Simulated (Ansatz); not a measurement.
# C3H8GaS radical: one species, many methods

An exercise on one series of results from a longer session: the logs are not shown, and one member is left open.

Method: functionals in def2-TZVPP, the program's frozen cores in correlated methods; program: Ansatz 0.2.0, Gaussian basis.

Levels to be run: LDA (SPW92), PBE-D4, revPBE-D4, BLYP-D4, r2SCAN-D4, B97M-V, PBE0-D4, B3LYP-D4, r2SCANh-D4, r2SCAN0-D4, HSE06-D4, BHLYP-D4, CAM-B3LYP-D4, LC-ωPBE, ωB97X-V, ωB97M-V, B2PLYP, PBE-QIDH; CCSD(T)/def2-SVP; CCSD(T)/def2-TZVPP; MP2/def2-QZVPP; extrapolation to the limit; RPA on PBE.

## Structure used throughout

The geometry comes from an earlier relaxation with PBE0-D4 in a triple-zeta def2 set; it is a stationary point, not always the lowest conformer.

SMILES `C[CH](C)[Ga][SH]`, 13 atoms, charge 0, spin multiplicity 2.

Atoms are counted from 1 here; the program's logs count them from 0.

Bond lengths: C1–C2 1.520 Å, C1–H6 1.093 Å, C1–H7 1.094 Å, C1–H8 1.098 Å, C2–C3 1.520 Å, C2–Ga4 2.036 Å, C2–H9 1.093 Å, C3–H10 1.098 Å, C3–H11 1.093 Å, C3–H12 1.094 Å, Ga4–S5 2.250 Å, S5–H13 1.342 Å. Angles: C2–C1–H6 112.5°, C2–C1–H7 111.7°, C2–C1–H8 110.4°, H6–C1–H7 107.6°, H6–C1–H8 107.3°, H7–C1–H8 107.1°, C1–C2–C3 112.5°, C1–C2–Ga4 108.6°, C1–C2–H9 110.0°, C3–C2–Ga4 108.6°, C3–C2–H9 110.1°, Ga4–C2–H9 106.9°, C2–C3–H10 110.4°, C2–C3–H11 112.5°, C2–C3–H12 111.7°, H10–C3–H11 107.3°, H10–C3–H12 107.1°, H11–C3–H12 107.6° and more.

Geometry (Å):

| atom | x (Å) | y (Å) | z (Å) |
| --- | --- | --- | --- |
| C1 | -0.4672 | -0.4652 | 1.3434 |
| C2 | 0.0149 | -0.7817 | -0.0634 |
| C3 | 1.4300 | -0.2881 | -0.3191 |
| Ga4 | -1.2361 | 0.1169 | -1.3947 |
| S5 | -1.2387 | 2.3566 | -1.1829 |
| H6 | -1.4733 | -0.8464 | 1.5365 |
| H7 | -0.4785 | 0.6118 | 1.5352 |
| H8 | 0.2012 | -0.9181 | 2.0868 |
| H9 | -0.0459 | -1.8573 | -0.2471 |
| H10 | 2.1269 | -0.7382 | 0.3995 |
| H11 | 1.7872 | -0.5423 | -1.3205 |
| H12 | 1.5073 | 0.7972 | -0.2054 |
| H13 | -2.1278 | 2.5548 | -2.1683 |

The first run:

Contents of in.yaml:

```yaml
crystal:
  periodic: [false, false, false]
  atoms:
    - {symbol: C, position_ang: [-0.467168, -0.465186, 1.343371]}
    - {symbol: C, position_ang: [0.014884, -0.781678, -0.063391]}
    - {symbol: C, position_ang: [1.429955, -0.288142, -0.319056]}
    - {symbol: Ga, position_ang: [-1.236069, 0.116928, -1.394721]}
    - {symbol: S, position_ang: [-1.238684, 2.356639, -1.182937]}
    - {symbol: H, position_ang: [-1.473337, -0.846430, 1.536532]}
    - {symbol: H, position_ang: [-0.478479, 0.611820, 1.535173]}
    - {symbol: H, position_ang: [0.201175, -0.918122, 2.086829]}
    - {symbol: H, position_ang: [-0.045895, -1.857341, -0.247126]}
    - {symbol: H, position_ang: [2.126921, -0.738184, 0.399508]}
    - {symbol: H, position_ang: [1.787219, -0.542308, -1.320468]}
    - {symbol: H, position_ang: [1.507337, 0.797195, -0.205385]}
    - {symbol: H, position_ang: [-2.127849, 2.554809, -2.168319]}
basis:
  gaussian: {orbitals: def2-TZVPP}
magnetization: {spin_polarized: true, initial_magnetization: 1}
hamiltonian: {xc: lda}
output: {orbitals: {seedname: orbitals}}
```

Launch:

```
$ ansatz run in.yaml --threads 2 --pin off --events-out ev --progress --plain --max-ram 22528MiB --backend cuda --devices 0, --max-vram 18GiB
```

Steps of the session up to this table: LDA; PBE-D4 (GGA); revPBE-D4 (GGA); BLYP-D4 (GGA); r2SCAN-D4 (meta-GGA); B97M-V (meta-GGA); B3LYP-D4 (hybrid); r2SCANh-D4 (hybrid); r2SCAN0-D4 (hybrid); HSE06-D4 (hybrid); BHLYP-D4 (hybrid); CAM-B3LYP-D4 (range-separated); LC-ωPBE (range-separated); ωB97X-V (range-separated); ωB97M-V (range-separated); B2PLYP (double hybrid); PBE-QIDH (double hybrid).

One of the session's tables, all rows but one given; the rest of the session is left out.

It belongs to the step «Orbital energies across the functionals». 

```
  functional  HOMO (eV)  LUMO (eV)  gap (eV)
 LDA (SPW92)          ?          ?         ?
      PBE-D4      -4.44      -3.41      1.02
   revPBE-D4      -4.41      -3.29      1.12
     BLYP-D4      -4.25      -3.43      0.82
   r2SCAN-D4      -4.77      -3.10      1.67
      B97M-V      -4.58      -3.58      1.00
     PBE0-D4      -5.47      -2.59      2.88
    B3LYP-D4      -5.23      -2.96      2.26
  r2SCANh-D4      -5.15      -2.81      2.34
  r2SCAN0-D4      -5.71      -2.38      3.33
    HSE06-D4      -5.08      -2.96      2.12
    BHLYP-D4      -6.33      -1.87      4.45
CAM-B3LYP-D4      -6.65      -1.78      4.87
     LC-ωPBE      -8.01      -0.45      7.56
     ωB97X-V      -7.54      -0.86      6.69
     ωB97M-V      -7.41      -1.01      6.39
```

**Question.** Estimate the row for LDA (SPW92).

The run gave: HOMO (eV): -4.49; LUMO (eV): -3.73; gap (eV): 0.76. In the column «HOMO (eV)» it lies between B97M-V (-4.58) and PBE-D4 (-4.44).
